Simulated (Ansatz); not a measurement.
# C₂H₈S₂Sn: up Jacob's ladder to CCSD(T)

One table from this session's results is given with a row withheld; the runs are named, their logs left out.

The runs use Ansatz 0.2.0, Gaussian basis; functionals in def2-TZVPP, the program's frozen cores in correlated methods.

Levels to be run: LDA (SPW92), PBE-D4, revPBE-D4, BLYP-D4, r2SCAN-D4, B97M-V, PBE0-D4, B3LYP-D4, r2SCANh-D4, r2SCAN0-D4, HSE06-D4, BHLYP-D4, CAM-B3LYP-D4, LC-ωPBE, ωB97X-V, ωB97M-V, B2PLYP, PBE-QIDH; CCSD(T)/def2-SVP; MP2/def2-TZVPP; MP2/def2-QZVPP; RPA on PBE.

### Structure used throughout

The geometry comes from an earlier relaxation with PBE0-D4 in a triple-zeta def2 set; it is a stationary point, not always the lowest conformer. Sn takes the def2 core potential; no spin-orbit term is included.

SMILES `C[S][SnH2][S]C`, 13 atoms, charge 0, spin multiplicity 1.

Atoms are counted from 1 here; the program's logs count them from 0.

Bond lengths: C1–S2 1.817 Å, C1–H6 1.090 Å, C1–H7 1.090 Å, C1–H8 1.090 Å, S2–Sn3 2.394 Å, Sn3–S4 2.394 Å, Sn3–H9 1.706 Å, Sn3–H10 1.706 Å, S4–C5 1.817 Å, C5–H11 1.090 Å, C5–H12 1.090 Å, C5–H13 1.090 Å. Angles: S2–C1–H6 111.1°, S2–C1–H7 111.3°, S2–C1–H8 106.6°, H6–C1–H7 109.8°, H6–C1–H8 109.0°, H7–C1–H8 108.9°, C1–S2–Sn3 99.3°, S2–Sn3–S4 106.7°, S2–Sn3–H9 111.9°, S2–Sn3–H10 106.1°, S4–Sn3–H9 106.1°, S4–Sn3–H10 111.9°, H9–Sn3–H10 114.0°, Sn3–S4–C5 99.3°, S4–C5–H11 106.6°, S4–C5–H12 111.3°, S4–C5–H13 111.1°, H11–C5–H12 108.9° and more.

Set-up of the first run:

The input, in.yaml:

```yaml
crystal:
  periodic: [false, false, false]
  atoms:
    - {symbol: C, position_ang: [-1.735154, 0.478586, 1.409147]}
    - {symbol: S, position_ang: [-0.956934, 1.656530, 0.264968]}
    - {symbol: Sn, position_ang: [1.311855, 0.909202, 0.426460]}
    - {symbol: S, position_ang: [1.313209, -1.415301, -0.146937]}
    - {symbol: C, position_ang: [0.549645, -1.311017, -1.792739]}
    - {symbol: H, position_ang: [-1.468797, -0.548244, 1.157204]}
    - {symbol: H, position_ang: [-1.459286, 0.689448, 2.442343]}
    - {symbol: H, position_ang: [-2.812557, 0.602428, 1.299823]}
    - {symbol: H, position_ang: [1.900773, 1.001408, 2.024809]}
    - {symbol: H, position_ang: [2.197441, 1.842487, -0.693687]}
    - {symbol: H, position_ang: [0.335255, -2.333759, -2.102770]}
    - {symbol: H, position_ang: [1.228229, -0.858545, -2.515831]}
    - {symbol: H, position_ang: [-0.383379, -0.747922, -1.758089]}
basis:
  gaussian: {orbitals: def2-TZVPP}
hamiltonian: {xc: lda}
output: {orbitals: {seedname: orbitals}}
```

Launch:

```sh
ansatz run in.yaml --threads 4 --pin off --events-out ev --progress --plain --max-ram 11315MiB
```

Steps of the session up to this table: LDA; PBE-D4 (GGA); revPBE-D4 (GGA); BLYP-D4 (GGA); r2SCAN-D4 (meta-GGA); B97M-V (meta-GGA); PBE0-D4 (hybrid); B3LYP-D4 (hybrid); r2SCANh-D4 (hybrid); r2SCAN0-D4 (hybrid); HSE06-D4 (hybrid); BHLYP-D4 (hybrid); CAM-B3LYP-D4 (range-separated); LC-ωPBE (range-separated); ωB97X-V (range-separated); ωB97M-V (range-separated); B2PLYP (double hybrid); PBE-QIDH (double hybrid).

One of the session's tables, all rows but one given; the rest of the session is left out.

It belongs to the step «Frontier levels by functional». 

```
  functional  HOMO (eV)  gap (eV)
 LDA (SPW92)      -5.74      3.95
      PBE-D4      -5.64      4.09
   revPBE-D4      -5.59      4.13
     BLYP-D4      -5.48      3.99
   r2SCAN-D4      -5.89      4.59
      B97M-V      -6.00      4.71
     PBE0-D4      -6.84      6.16
    B3LYP-D4      -6.60      5.65
  r2SCANh-D4      -6.33      5.34
  r2SCAN0-D4      -7.00      6.47
    HSE06-D4          ?         ?
    BHLYP-D4      -7.90      8.11
CAM-B3LYP-D4      -8.14      8.41
     LC-ωPBE      -9.52     10.93
     ωB97X-V      -9.18     10.47
     ωB97M-V      -9.01     10.07
```

**Question.** Estimate the row for HSE06-D4.

As computed: HOMO (eV): -6.44; gap (eV): 5.40. In the column «HOMO (eV)» it lies between B3LYP-D4 (-6.60) and r2SCANh-D4 (-6.33).
